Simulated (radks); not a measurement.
# Mn²⁺ in [Ne] 3s2 3p4 3d5 4s2: an all-electron calculation

Wanted: eigenvalues, radial structure and energy terms of the manganese ion Mn2+.

Program: radks (a radial shooting solver on a logarithmic mesh, Libxc functionals) version 1. Level of theory: scalar-relativistic Kohn-Sham, PBE, spin-polarised, spherical densities, finite nucleus; open shells are filled with parallel spins first. These are calculated values, not measurements, unless marked.

## (1) The atom as given

```
element            : manganese (Z = 25)
charge             : +2
electrons          : 23
configuration      : [Ne] 3s2 3p4 3d5 4s2
nuclear rms radius : 3.7057 fm
```

Outer shells as boxes (Hund's rule):

Mn²⁺
```
[Ne] core
3s [↑↓]
3p [↑↓][↑ ][↑ ]
3d [↑ ][↑ ][↑ ][↑ ][↑ ]
4s [↑↓]
```

## (2) The calculation

Settings of this run:

```text
Z 25
configuration [Ne] 3s2 3p4 3d5 4s2 4p0 5s0
relativity scalar-relativistic
functional pbe,pbe
spin polarised
nucleus finite rms 3.7057 fm
c 137.035999084
```

Q: Predict the outcome of this run.

**Answer**, as computed:

```
                        quantity                     value
                    total energy       -1153.68985 hartree
exchange-correlation share of it                    4.44 %
                            −T/E                    1.0112
          highest occupied level       4s down, -23.035 eV
    most extended occupied level  4s down, <r> = 2.44 bohr
 radius at density 0.001 e/bohr³                 3.85 bohr
    maxima of the radial density                         3
```

What this shows: The radial density shows 3 maxima for 4 occupied principal shells; where shells overlap, one shows as a shoulder or not at all. Relativity lifts −T/E to 1.011. This is not the tabulated ground configuration, so its levels and sizes aren't those of the ground state, and no measured value stands beside it.
